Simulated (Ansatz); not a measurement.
# GeHBr3: basis-set convergence

How large a basis does GeHBr3 need? Two functionals are run in growing sets.

Method: one geometry, several basis sets; program: Ansatz 0.2.0, Gaussian basis.

Plan: PBE0-D4/def2-SVP; ωB97M-V/def2-SVP; PBE0-D4/def2-QZVPP; ωB97M-V/def2-QZVPP; the functionals' def2-TZVPP values are taken from earlier runs.

## (1) The geometry

All runs share one geometry, relaxed beforehand with PBE0-D4 in a triple-zeta def2 set.

SMILES `[Br][GeH]([Br])[Br]`, 5 atoms, charge 0, spin multiplicity 1.

Atoms are counted from 1 here; the program's logs count them from 0.

Bond lengths: Br1–Ge2 2.285 Å, Ge2–Br3 2.285 Å, Ge2–Br4 2.285 Å, Ge2–H5 1.528 Å. Angles: Br1–Ge2–Br3 109.1°, Br1–Ge2–Br4 109.1°, Br1–Ge2–H5 109.9°, Br3–Ge2–Br4 109.1°, Br3–Ge2–H5 109.9°, Br4–Ge2–H5 109.9°.

## (2) PBE0-D4 in def2-SVP

in.yaml

```yaml
crystal:
  periodic: [false, false, false]
  atoms:
    - {symbol: Br, position_ang: [-0.892157, 0.304336, 2.012206]}
    - {symbol: Ge, position_ang: [-0.045982, 0.103717, -0.100894]}
    - {symbol: Br, position_ang: [2.234825, 0.204452, -0.004352]}
    - {symbol: Br, position_ang: [-0.667890, -1.918101, -0.965206]}
    - {symbol: H, position_ang: [-0.578895, 1.231895, -0.983154]}
basis:
  gaussian: {orbitals: def2-SVP}
hamiltonian: {xc: pbe0, dispersion: d4}
output: {orbitals: {seedname: orbitals}}
```

The run is started by

```bash
$ ansatz run in.yaml --threads 4 --pin off --events-out ev --progress --plain --max-ram 10444MiB
```

Further steps of the session: ωB97M-V in def2-SVP; PBE0-D4 in def2-QZVPP; ωB97M-V in def2-QZVPP.

**Question.** What will the summary of the whole plan be? Wanted: PBE0-D4: double and triple zeta above quadruple; ωB97M-V: double and triple zeta above quadruple.

The runs gave:

```
                                       quantity           value
PBE0-D4: double and triple zeta above quadruple  38.20, 5.51 eV
ωB97M-V: double and triple zeta above quadruple  37.85, 5.32 eV
```

**Reading.** For PBE0-D4 the step from double to triple zeta gains 32.70 eV and the next only 5.51 eV. These are total energies; as a rule much of such shifts cancels in differences, which this series doesn't test.
